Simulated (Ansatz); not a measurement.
Task: a ladder of methods at one geometry of ClHMoOS2, SMILES [OH][Mo](=[S])(=[S])[Cl], with Ansatz 0.2.0 through its Python package. Give the script and its output. Level of theory (for the species named): BLYP, def2-SVP basis, multiplicity 1. The script varies functional: blyp, revpbe, b3lyp, cam_b3lyp, r2scan, pbe0.

The script reads `clhmoos2.xyz`:
```text
6

O    -0.98900    0.86020    0.97320
Mo    0.25080   -0.09260   -0.25600
S     1.50380   -1.21770    0.87110
S    -0.72790   -1.30740   -1.52140
Cl    1.51850    1.48700   -1.56630
H    -1.51410    0.20650    1.45320
```

Script `methods_clhmoos2.py`:
```python
# -*- coding: utf-8 -*-
"""One geometry of ClHMoOS2, method by method."""

from pathlib import Path

import ansatz as az
import numpy as np


def main():
    system = az.Crystal.molecule_from_extxyz("clhmoos2.xyz")

    calculation = system.calculation().basis(gaussian="def2-SVP")

    print("functional    E (Ha)        dipole (D)   HOMO (eV)  LUMO (eV)")
    for name in ["blyp", "revpbe", "b3lyp", "cam_b3lyp", "r2scan", "pbe0"]:
        rep = calculation.functional(name).forces().orbitals().run(runs_dir="runs").report
        lines = Path(rep["orbitals_path"]).read_text().splitlines()
        field_of = lambda key: [line.split("=")[1].strip() for line in lines if line.startswith(key)]
        orbitals = [(27.211386 * float(e), s, float(n)) for e, s, n in zip(field_of("Ene="), field_of("Spin="), field_of("Occup="))]
        homo = max(e for e, _, n in orbitals if n > 0.5)
        lumo = min(e for e, _, n in orbitals if n < 0.5)
        dipole = 4.803205 * np.linalg.norm(rep["charge_distribution"]["dipole_moment_e_ang"])
        print(f"{name:10s} {rep['free_energy_ev'] / 27.211386246:14.6f} {dipole:9.3f} {homo:11.3f} {lumo:10.3f}")


if __name__ == "__main__":
    main()
```

```console
$ python methods_clhmoos2.py
functional    E (Ha)        dipole (D)   HOMO (eV)  LUMO (eV)
blyp         -1400.293418     2.087      -6.418     -4.239
revpbe       -1400.133728     2.137      -6.658     -4.426
b3lyp        -1400.373335     2.297      -7.569     -3.951
cam_b3lyp    -1400.243691     2.482      -9.013     -2.759
r2scan       -1400.249286     2.261      -7.063     -4.593
pbe0         -1399.782227     2.361      -7.902     -3.883
```

Total energies depend on the basis set; only differences at equal settings carry meaning. The geometry is a force-field or estimated start, not a minimum of this method, and the basis set is short of its limit. A lower total doesn't mark the better method: functionals have no common bound, and MP2 and coupled cluster aren't variational. def2 sets replace the cores of elements past krypton by effective core potentials. b3lyp holds the VWN-RPA fit, as in Gaussian; the form of ORCA and Turbomole is b3lyp5. Levels such as HOMO and LUMO are orbital energies: with these approximate functionals they aren't the ionisation energy and electron affinity, and their gap isn't the fundamental gap. Hardware and time: 38 s on 1 thread of Arm Neoverse V2, on a shared host, peak memory 0.34 GiB.
